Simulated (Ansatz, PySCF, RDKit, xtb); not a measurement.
**Si2NH7SO: which of the isomers drawn lies lowest?**

A sample of isomers of Si2NH7SO is drawn. Aim: find which of them has the lowest free energy at 298.15 K, then its properties. The sample is small against all isomers, and the most stable one of this formula need not be in it.

The funnel: GFN2-xTB relaxations, single points with a density functional, relaxations at PBE-D3(BJ)/def2-SVP, harmonic vibrations (at GFN2-xTB), and a last energy at a higher level. All values are calculated.

## (1) Drawing up candidates

Isomers were taken from a list of plausible structures; this is a sample, not all of them. That gives 4 candidates.

```csv
label,SMILES,spin
c204,O[SiH2]N([SiH3])S,singlet
c401,O[Si@@H](S)N[SiH3],singlet
c862,ON([SiH3])[SiH2]S,singlet
c970,O[SiH2]N[SiH2]S,singlet
```

Candidates are built by distance geometry, with a force field where one applies, in up to four conformers (letters a to d).

## (2) First filter: tight binding

All 15 starts are relaxed the same way. One of them, c862d (taken from a list of positional isomers, embedded by distance geometry and MMFF94), in full:

The input, start.xyz:

```xyz
12
c862d
N      0.362411     0.043482    -0.352858
O     -0.906046     0.623656    -0.742234
S      1.713967    -1.748239     1.835692
Si     1.659525     0.868195    -1.046922
Si     0.668515     0.071792     1.338892
H     -1.353633    -0.118762    -1.159488
H      1.406750     0.781663    -2.580796
H      1.673859     2.269531    -0.669121
H      2.971737     0.152771    -0.795247
H     -0.679324    -0.066389     1.972552
H      1.338128     1.240027     1.852331
H      0.826058    -2.543054     1.224696
```

Run with:

```sh
xtb start.xyz --gfn 2 --opt
```

Standard output, shortened:

```text
* xtb version 6.7.1
[...]
          :  # basis functions                  45          :
[...]
          :  # electrons                        32          :
[...]
          :  Hamiltonian                  GFN2-xTB          :
[...]
          :  net charge                          0          :
          :  unpaired electrons                  0          :
[...]
   *** convergence criteria satisfied after 12 iterations ***
[...]
   *** GEOMETRY OPTIMIZATION CONVERGED AFTER 28 ITERATIONS ***
[...]
   *** convergence criteria satisfied after 3 iterations ***
[...]
         ::                     SUMMARY                     ::
         :::::::::::::::::::::::::::::::::::::::::::::::::::::
         :: total energy             -17.285230656337 Eh    ::
         :: gradient norm              0.000835669417 Eh/a0 ::
         :: HOMO-LUMO gap              4.580271070236 eV    ::
         ::.................................................::
         :: SCC energy               -17.396905766787 Eh    ::
         :: -> isotropic ES            0.061663757405 Eh    ::
         :: -> anisotropic ES         -0.005652917233 Eh    ::
         :: -> anisotropic XC          0.003233026612 Eh    ::
         :: -> dispersion             -0.009465517999 Eh    ::
         :: repulsion energy           0.111675110450 Eh    ::
         :: add. restraining           0.000000000000 Eh    ::
         :: total charge              -0.000000000000 e     ::
         :::::::::::::::::::::::::::::::::::::::::::::::::::::
[...]
        16        2.0000           -0.3758131             -10.2264 (HOMO)
        17                         -0.2074912              -5.6461 (LUMO)
[...]
     #   Z          covCN         q      C6AA      α(0)
     1   7 N        2.544    -0.291    27.527     7.792
     2   8 O        1.773    -0.391    20.649     6.136
     3  16 S        1.799    -0.417   159.532    21.259
     4  14 Si       3.646     0.497    97.627    18.946
     5  14 Si       3.610     0.534    97.109    18.919
     6   1 H        0.805     0.300     0.721     1.334
     7   1 H        0.918    -0.092     5.288     3.597
     8   1 H        0.919    -0.080     4.899     3.462
     9   1 H        0.920    -0.089     5.196     3.565
    10   1 H        0.919    -0.068     4.555     3.338
    11   1 H        0.921    -0.065     4.486     3.312
    12   1 H        0.923     0.161     1.317     1.795
[...]
     #   Z sym  total        # sym  WBO       # sym  WBO       # sym  WBO
 ---------------------------------------------------------------------------
     1   7 N    3.200 --     5 Si   1.046     2 O    1.002     4 Si   0.959
     2   8 O    1.971 --     1 N    1.002     6 H    0.903
     3  16 S    2.021 --    12 H    0.955     5 Si   0.939
     4  14 Si   3.686 --     1 N    0.959     9 H    0.894     8 H    0.894
                             7 H    0.892
     5  14 Si   3.794 --     1 N    1.046     3 S    0.939    11 H    0.879
                            10 H    0.877
     6   1 H    0.910 --     2 O    0.903
     7   1 H    0.992 --     4 Si   0.892
     8   1 H    0.994 --     4 Si   0.894
     9   1 H    0.992 --     4 Si   0.894
    10   1 H    0.995 --     5 Si   0.877
    11   1 H    0.996 --     5 Si   0.879
[...]
molecular dipole:
                 x           y           z       tot (Debye)
 q only:       -0.369      -0.008      -0.794
   full:       -0.716       0.185      -0.998       3.157
molecular quadrupole (traceless):
[...]
          | TOTAL ENERGY              -17.285230656337 Eh   |
          | GRADIENT NORM               0.000835669417 Eh/α |
          | HOMO-LUMO GAP               4.580271070236 eV   |
           -------------------------------------------------
[...]
```

It took 1.1 s on 2 threads of AMD EPYC (Zen 3), shared host.

## (3) What the search left

15 of the 15 relaxations converged; 3 ended on a minimum already found. 12 distinct structures remain:

```csv
label,start,SMILES after,spin,energy (kcal/mol)
c970c,drawn,O[SiH2]N[SiH2]S,singlet,0.0
c970a,drawn,O[SiH2]N[SiH2]S,singlet,0.9
c970d,drawn,O[SiH2]N[SiH2]S,singlet,1.1
c401c,drawn,O[Si@@H](S)N[SiH3],singlet,3.0
c401b,drawn,O[Si@@H](S)N[SiH3],singlet,3.3
c401a,drawn,O[Si@@H](S)N[SiH3],singlet,4.2
c204a,drawn,O[SiH2]N([SiH3])S,singlet,26.7
c204c,drawn,O[SiH2]N([SiH3])S,singlet,27.5
c862d,drawn,ON([SiH3])[SiH2]S,singlet,66.7
c862c,drawn,ON([SiH3])[SiH2]S,singlet,67.5
c862b,drawn,ON([SiH3])[SiH2]S,singlet,68.1
c862a,drawn,ON([SiH3])[SiH2]S,singlet,68.4
```

## (4) Second filter: single points

A choice of the minima (the low ones first, few conformers of a pattern, up to a cap) and the lowest that fell apart get a single point at r2SCAN-D4/def2-SVP on the tight-binding geometry, and one at HF/STO-3G for comparison. The lowest singlets are also tried as triplets at the same geometry (label ending in t). Within 40 kcal/mol but not screened, among others: c970d, c401a. The first, c970c:

The input, input.yaml:

```yaml
crystal:
  periodic: [false, false, false]
  atoms:
    - {symbol: N, position_ang: [-0.294178, 0.204239, -0.493443]}
    - {symbol: O, position_ang: [-2.426465, 1.014208, -2.007839]}
    - {symbol: S, position_ang: [1.888599, -2.012684, -0.764477]}
    - {symbol: Si, position_ang: [-1.730576, 1.189960, -0.559505]}
    - {symbol: Si, position_ang: [-0.151006, -1.403119, -1.087655]}
    - {symbol: H, position_ang: [-1.936973, 1.127423, -2.818463]}
    - {symbol: H, position_ang: [-1.247085, 2.546819, -0.313709]}
    - {symbol: H, position_ang: [-2.789007, 0.724884, 0.322200]}
    - {symbol: H, position_ang: [0.364574, 0.467591, 0.222357]}
    - {symbol: H, position_ang: [-0.923321, -2.420740, -0.389346]}
    - {symbol: H, position_ang: [-0.393472, -1.389183, -2.526398]}
    - {symbol: H, position_ang: [2.456692, -0.984822, -1.376979]}
basis:
  gaussian:
    orbitals: def2-SVP
hamiltonian:
  xc: r2scan
  dispersion: d4
scf:
  lower_state_search: "off"
output:
  orbitals: {seedname: orbitals}
```

Run with:

```sh
ansatz run input.yaml --threads 2 --pin off --max-ram 5220MiB --events-out events.jsonl --progress --plain --runs-dir runs
```

Standard output, shortened:

```text
Warning: RAYON_NUM_THREADS=2 ignored (pool sized by the plan → 2); use --threads N
Functional definition: r2SCAN
  name "r2SCAN"
[...]
1318 factors; their error is unknown
[...]
mean field -30229.57810486 eV, -1110.9165050098 hartree, gradient 4.4e-6 eV, S^2 0.000000; 0 other end points of the search recorded, 0 dependent functions left out
reference -30229.57811605 eV, -1110.9165054208 hartree; 33, 33 occupied and 84, 84 virtual orbitals, 1318 factors
Total energy: -30229.65544808 eV, -1110.9193473207 hartree
Checks for a lower state left out: stability, starts, cluster_reference, orbital_swaps, neighbouring_geometries, increment
```

Run time: 6.6 s. Hardware: 2 threads of AMD EPYC (Zen 3), shared host; peak memory 0.16 GiB.

Relative energies in kcal/mol, each column from its lowest structure that stays in one piece:

```csv
label,SMILES,spin,GFN2-xTB,HF/STO-3G,r2SCAN-D4/def2-SVP
c401c,O[Si@@H](S)N[SiH3],singlet,3.0,0.0,0.0
c401b,O[Si@@H](S)N[SiH3],singlet,3.3,2.2,2.7
c970c,O[SiH2]N[SiH2]S,singlet,0.0,2.8,2.9
c970a,O[SiH2]N[SiH2]S,singlet,0.9,1.9,3.0
c204c,O[SiH2]N([SiH3])S,singlet,27.5,29.4,41.4
c204a,O[SiH2]N([SiH3])S,singlet,26.7,29.9,42.8
c401ct,O[Si@@H](S)N[SiH3],triplet,–,–,138.5
c970ct,O[SiH2]N[SiH2]S,triplet,–,–,142.9
```

Measured from c401c, GFN2-xTB misplaces c204a by 19 kcal/mol against r2SCAN-D4/def2-SVP, so minima dropped on its energies alone could hide the lowest isomer.

## (5) Relaxing the best candidates

3 candidates are relaxed at PBE-D3(BJ)/def2-SVP (chosen among the lowest in one piece, one conformer a pattern). The first, c401c:

The input, input.yaml:

```yaml
crystal:
  periodic: [false, false, false]
  atoms:
    - symbol: N
      position_ang: [-0.336756, 2.181293, -0.297895]
    - symbol: O
      position_ang: [1.205311, -0.043042, 0.318978]
    - symbol: S
      position_ang: [-1.598920, 0.232339, 1.694484]
    - symbol: Si
      position_ang: [-0.288864, 0.490107, 0.002687]
    - symbol: Si
      position_ang: [0.579325, 3.042066, -1.494692]
    - symbol: H
      position_ang: [1.760415, 0.368900, 0.977495]
    - symbol: H
      position_ang: [-0.682920, -0.394992, -1.075976]
    - symbol: H
      position_ang: [-1.204455, -0.999285, 1.968930]
    - symbol: H
      position_ang: [-1.157629, 2.655645, 0.042067]
    - symbol: H
      position_ang: [0.486114, 4.448191, -1.105605]
    - symbol: H
      position_ang: [1.944002, 2.528050, -1.417631]
    - symbol: H
      position_ang: [0.032490, 2.821056, -2.836765]
basis:
  gaussian:
    orbitals: def2-SVP
hamiltonian:
  xc: {name: PBE}
  dispersion: d3bj
scf:
  lower_state_search: "off"
relax:
  f_tol: 0.006
```

Run with:

```sh
ansatz run input.yaml --threads 2 --pin off --max-ram 5220MiB --events-out events.jsonl --progress --plain --runs-dir runs
```

Standard output, shortened:

```text
Warning: RAYON_NUM_THREADS=2 ignored (pool sized by the plan → 2); use --threads N
[...]
Functional definition: PBE
  name "PBE"
[...]
1318 factors; their error is unknown
[...]
mean field -30216.33103789 eV, -1110.4296842778 hartree, gradient 2.3e-6 eV, S^2 0.000000; 0 other end points of the search recorded, 0 dependent functions left out
[...]
reference -30216.33107730 eV, -1110.4296857260 hartree; 33, 33 occupied and 84, 84 virtual orbitals, 1318 factors
relax step   1: F+E_penalty+E_count = -30216.64647701 eV  Δ(F+E_penalty+E_count) = +0.000e0 eV  max|allowed force component| = 1.300e0 eV/Å  Δτ_max = 0.0000 Å  (18 SCF iters, accepted)
[...]
relax step   8: F+E_penalty+E_count = -30216.92216784 eV  Δ(F+E_penalty+E_count) = -2.080e-3 eV  max|allowed force component| = 1.915e-2 eV/Å  Δτ_max = 0.0852 Å  (19 SCF iters, accepted)
[...]
Atom 3 at    -0.226168     0.416006     0.101994 Å, force    -0.000987     0.001405     0.000923 eV/Å
Atom 4 at     0.569858     3.027566    -1.480928 Å, force     0.000574     0.002702    -0.001874 eV/Å
Atom 5 at     1.833396     0.743689     0.972985 Å, force    -0.001930     0.000146    -0.000445 eV/Å
Atom 6 at    -0.610377    -0.689067    -0.830262 Å, force     0.000121     0.000319     0.000678 eV/Å
Atom 7 at    -1.564067    -1.037829     1.834625 Å, force    -0.000280     0.000658     0.000553 eV/Å
Atom 8 at    -1.399538     2.437979    -0.247954 Å, force     0.000158    -0.000746     0.000178 eV/Å
Atom 9 at     0.913843     4.335531    -0.814399 Å, force    -0.000044    -0.004045    -0.001512 eV/Å
Atom 10 at     1.826095     2.239729    -1.708378 Å, force    -0.003292     0.002432     0.000809 eV/Å
Atom 11 at    -0.070546     3.353858    -2.806038 Å, force     0.001868    -0.001181     0.003062 eV/Å
Dipole moment:    -0.046254     0.115224     0.049654 e Å
Checks for a lower state left out: stability, starts, cluster_reference, orbital_swaps, neighbouring_geometries, increment
```

Run time: 2.9 min. Hardware: 2 threads of AMD EPYC (Zen 3), shared host; peak memory 0.16 GiB.

Energy change by step (eV): 0.0000, -0.1975, -0.2167, -0.2400, -0.2626, -0.1766, -0.2736, -0.2757, -0.2764, -0.2767, -0.2767, -0.2768, -0.2769, -0.2770, -0.2771, -0.2772, -0.2773, -0.2774, -0.2774, -0.2774, -0.2774, -0.2774, -0.2774, -0.2775, -0.2775, -0.2775, -0.2775, -0.2775.

After the run. Bond lengths: N1–Si4 1.744 Å, O2–Si4 1.675 Å, S3–Si4 2.164 Å, N1–Si5 1.759 Å, O2–H6 0.974 Å, Si4–H7 1.496 Å, S3–H8 1.362 Å, N1–H9 1.026 Å, Si5–H10 1.508 Å, Si5–H11 1.500 Å, Si5–H12 1.507 Å. Some angles: N1–Si4–O2 110.0°, N1–Si4–S3 102.9°, O2–Si4–S3 115.7°, Si4–N1–Si5 128.6°, N1–Si4–H7 117.0°, O2–Si4–H7 102.5°, S3–Si4–H7 109.3°, Si4–N1–H9 114.7°, Si5–N1–H9 116.3°, Si4–O2–H6 114.5°.

## (6) Ranking at PBE-D3(BJ)/def2-SVP

```csv
label,spin,r2SCAN-D4/def2-SVP (kcal/mol),"PBE-D3(BJ)/def2-SVP, relaxed (kcal/mol)",time
c970c,singlet,2.9,0.0,3.5 min
c401c,singlet,0.0,0.3,2.9 min
c204c,singlet,41.4,39.6,71 s
```

c970c: Bond lengths: N1–Si4 1.753 Å, O2–Si4 1.692 Å, N1–Si5 1.756 Å, S3–Si5 2.169 Å, O2–H6 0.974 Å, Si4–H7 1.504 Å, Si4–H8 1.493 Å, N1–H9 1.026 Å, Si5–H10 1.500 Å, Si5–H11 1.501 Å, S3–H12 1.366 Å. Some angles: N1–Si4–O2 112.8°, Si4–N1–Si5 122.3°, N1–Si5–S3 113.9°, N1–Si4–H7 106.3°, N1–Si4–H8 109.9°, O2–Si4–H7 112.0°, O2–Si4–H8 103.0°, Si4–N1–H9 115.6°, Si5–N1–H9 115.6°, Si4–O2–H6 114.3°.

c401c: Bond lengths: N1–Si4 1.744 Å, O2–Si4 1.675 Å, S3–Si4 2.164 Å, N1–Si5 1.759 Å, O2–H6 0.974 Å, Si4–H7 1.496 Å, S3–H8 1.362 Å, N1–H9 1.026 Å, Si5–H10 1.508 Å, Si5–H11 1.500 Å, Si5–H12 1.507 Å. Some angles: N1–Si4–O2 110.0°, N1–Si4–S3 102.9°, O2–Si4–S3 115.7°, Si4–N1–Si5 128.6°, N1–Si4–H7 117.0°, O2–Si4–H7 102.5°, S3–Si4–H7 109.3°, Si4–N1–H9 114.7°, Si5–N1–H9 116.3°, Si4–O2–H6 114.5°.

c204c: Bond lengths: N1–S3 1.747 Å, N1–Si4 1.763 Å, O2–Si4 1.680 Å, N1–Si5 1.770 Å, O2–H6 0.973 Å, Si4–H7 1.492 Å, Si4–H8 1.506 Å, Si5–H9 1.507 Å, Si5–H10 1.502 Å, Si5–H11 1.505 Å, S3–H12 1.374 Å. Some angles: S3–N1–Si4 115.6°, S3–N1–Si5 114.3°, Si4–N1–Si5 129.9°, N1–Si4–O2 113.4°, N1–S3–H12 99.2°, N1–Si4–H7 109.4°, N1–Si4–H8 104.8°, O2–Si4–H7 104.1°, O2–Si4–H8 111.6°, Si4–O2–H6 114.8°.

## (7) Vibrations and thermal terms

The lowest few in one piece go on as finalists. In this search the thermal terms come from GFN2-xTB at its own nearest minimum. The first, c970c:

The input, start.xyz:

```xyz
12
c970c
N     -0.705464    -0.023299     0.093052
O     -1.020297     1.346711    -2.409049
S      1.549606    -1.348182    -1.915346
Si    -1.714482     1.006960    -0.904068
Si    -0.067829    -1.553929    -0.484780
H     -0.199060     1.868879    -2.363776
H     -1.964076     2.256641    -0.104538
H     -2.971906     0.288688    -1.268400
H     -0.131525     0.460285     0.792886
H      0.522690    -2.336688     0.649935
H     -1.228803    -2.264914    -1.116566
H      0.748928    -0.636577    -2.762608
```

Run with:

```sh
xtb start.xyz --gfn 2 --ohess tight
```

Standard output, shortened:

```text
* xtb version 6.7.1
[...]
          :  # basis functions                  45          :
[...]
          :  # electrons                        32          :
[...]
          :  Hamiltonian                  GFN2-xTB          :
[...]
          :  net charge                          0          :
          :  unpaired electrons                  0          :
[...]
   *** convergence criteria satisfied after 13 iterations ***
[...]
   *** GEOMETRY OPTIMIZATION CONVERGED AFTER 81 ITERATIONS ***
[...]
   *** convergence criteria satisfied after 3 iterations ***
[...]
         ::                     SUMMARY                     ::
         :::::::::::::::::::::::::::::::::::::::::::::::::::::
         :: total energy             -17.392468055059 Eh    ::
         :: gradient norm              0.000501822922 Eh/a0 ::
         :: HOMO-LUMO gap              5.014053223869 eV    ::
         ::.................................................::
         :: SCC energy               -17.527842622371 Eh    ::
         :: -> isotropic ES            0.069714133420 Eh    ::
         :: -> anisotropic ES          0.001636343571 Eh    ::
         :: -> anisotropic XC         -0.000311848649 Eh    ::
         :: -> dispersion             -0.009544969426 Eh    ::
         :: repulsion energy           0.135374567311 Eh    ::
         :: add. restraining           0.000000000000 Eh    ::
         :: total charge               0.000000000000 e     ::
         :::::::::::::::::::::::::::::::::::::::::::::::::::::
[...]
        16        2.0000           -0.3821654             -10.3993 (HOMO)
        17                         -0.1979020              -5.3852 (LUMO)
[...]
molecular dipole:
                 x           y           z       tot (Debye)
 q only:       -0.713      -0.279       0.601
   full:       -0.815      -0.634       0.866       3.425
molecular quadrupole (traceless):
[...]
          | TOTAL ENERGY              -17.392468055063 Eh   |
          | TOTAL ENTHALPY            -17.311062501039 Eh   |
          | TOTAL FREE ENERGY         -17.355489797144 Eh   |
          | GRADIENT NORM               0.000501698898 Eh/α |
[...]
```

Run time: 2.7 s. Hardware: 2 threads of AMD EPYC (Zen 3), shared host; peak memory 0.11 GiB.

## (8) Zero-point energy and free-energy terms

As xtb prints them, at 298.15 K, with its own treatment of low modes:

```csv
label,SMILES,spin,lowest mode (cm⁻¹),zero-point (kcal/mol),G − E (kcal/mol)
c970c,O[SiH2]N[SiH2]S,singlet,7,44.7,23.2
c401c,O[Si@@H](S)N[SiH3],singlet,48,44.6,22.8
c204c,O[SiH2]N([SiH3])S,singlet,20,42.5,20.9
```

## (9) The final energy

Single points at CCSD(T)/def2-SVP + MP2/def2-TZVPP - MP2/def2-SVP on the refined geometries decide the order.

c970c, CCSD(T)/def2-SVP:

The input, input.yaml:

```yaml
crystal:
  periodic: [false, false, false]
  atoms:
    - {symbol: "N", position_ang: [-0.705464, -0.023299, 0.093052]}
    - {symbol: O, position_ang: [-1.020297, 1.346711, -2.409049]}
    - {symbol: S, position_ang: [1.549606, -1.348182, -1.915346]}
    - {symbol: Si, position_ang: [-1.714482, 1.006960, -0.904068]}
    - {symbol: Si, position_ang: [-0.067829, -1.553929, -0.484780]}
    - {symbol: H, position_ang: [-0.199060, 1.868879, -2.363776]}
    - {symbol: H, position_ang: [-1.964076, 2.256641, -0.104538]}
    - {symbol: H, position_ang: [-2.971906, 0.288688, -1.268400]}
    - {symbol: H, position_ang: [-0.131525, 0.460285, 0.792886]}
    - {symbol: H, position_ang: [0.522690, -2.336688, 0.649935]}
    - {symbol: H, position_ang: [-1.228803, -2.264914, -1.116566]}
    - {symbol: H, position_ang: [0.748928, -0.636577, -2.762608]}
basis:
  gaussian:
    orbitals: def2-SVP
correlation:
  method: ccsd_t
  frozen_orbitals: {Si: 5, S: 5, "N": 1, H: 0, O: 1}
```

Run with:

```sh
ansatz run input.yaml --threads 2 --pin off --max-ram 5220MiB --events-out events.jsonl --progress --plain --runs-dir runs
```

Standard output, shortened:

```text
Warning: RAYON_NUM_THREADS=2 ignored (pool sized by the plan → 2); use --threads N
Functional definition: HF
  name "HF"
[...]
1125 factors; integrals over basis functions are off by at most 1.1e-3 eV
[...]
mean field -30163.83275175 eV, -1108.5004078465 hartree, gradient 1.8e-6 eV, S^2 0.000000; 0 other end points of the search recorded, 0 dependent functions left out
17 core orbitals not correlated: weight in the atoms' cores, before any rotation towards them, 1.000 or more for the frozen orbitals, at most 0.000 for the correlated occupied ones
reference -30163.83275175 eV, -1108.5004078465 hartree; 16, 16 occupied and 84, 84 virtual orbitals, 1125 factors
second order -18.67556921 eV of doubles, -0.00000000 eV of singles
cycle   1  -19.63882476 eV  change   -9.6e-1 eV  update   1.0e-1
[...]
cycle   9  -20.29537332 eV  change   -1.1e-5 eV  update   1.5e-5
perturbative correction -0.52493561 eV, -0.0192910278 hartree
Total energy: -30184.65306068 eV, -1109.2655400871 hartree
```

Run time: 41 s. Hardware: 2 threads of AMD EPYC (Zen 3), shared host; peak memory 0.56 GiB.

## (10) c970c at MP2/def2-TZVPP

The input, input.yaml:

```yaml
crystal:
  periodic: [false, false, false]
  atoms:
    - symbol: "N"
      position_ang: [-0.705464, -0.023299, 0.093052]
    - symbol: O
      position_ang: [-1.020297, 1.346711, -2.409049]
    - symbol: S
      position_ang: [1.549606, -1.348182, -1.915346]
    - symbol: Si
      position_ang: [-1.714482, 1.006960, -0.904068]
    - symbol: Si
      position_ang: [-0.067829, -1.553929, -0.484780]
    - symbol: H
      position_ang: [-0.199060, 1.868879, -2.363776]
    - symbol: H
      position_ang: [-1.964076, 2.256641, -0.104538]
    - symbol: H
      position_ang: [-2.971906, 0.288688, -1.268400]
    - symbol: H
      position_ang: [-0.131525, 0.460285, 0.792886]
    - symbol: H
      position_ang: [0.522690, -2.336688, 0.649935]
    - symbol: H
      position_ang: [-1.228803, -2.264914, -1.116566]
    - symbol: H
      position_ang: [0.748928, -0.636577, -2.762608]
basis:
  gaussian:
    orbitals: def2-TZVPP
total_charge: 0
correlation:
  method: mp2
  frozen_orbitals: {Si: 5, S: 5, "N": 1, H: 0, O: 1}
```

Run with:

```sh
ansatz run input.yaml --threads 2 --pin off --max-ram 5220MiB --events-out events.jsonl --progress --plain --runs-dir runs
```

Standard output:

```text
Warning: RAYON_NUM_THREADS=2 ignored (pool sized by the plan → 2); use --threads N
[... 2 set-up lines as earlier in the session ...]
  exchange = exact_x
  correlation = 0
1655 factors; integrals over basis functions are off by at most 7.1e-4 eV
mean field evaluation 1: about -30172.6125 eV, gradient 4.8e1 eV
mean field evaluation 2: about -30172.9326 eV, gradient 4.8e1 eV
mean field evaluation 4: about -30177.8555 eV, gradient 4.1e0 eV
mean field evaluation 8: about -30177.9370 eV, gradient 3.1e-1 eV
mean field -30177.93747441 eV, -1109.0187468438 hartree, gradient 7.6e-6 eV, S^2 0.000000; 0 other end points of the search recorded, 0 dependent functions left out
17 core orbitals not correlated: weight in the atoms' cores, before any rotation towards them, 1.000 or more for the frozen orbitals, at most 0.000 for the correlated occupied ones
reference -30177.93747441 eV, -1109.0187468438 hartree; 16, 16 occupied and 253, 253 virtual orbitals, 1655 factors
second order -24.00155833 eV of doubles, -0.00000000 eV of singles
Total energy: -30201.93903273 eV, -1109.9007878434 hartree
```

It took 32 s on 2 threads of AMD EPYC (Zen 3), shared host; peak memory 0.79 GiB.

[end of part 1 of 2]
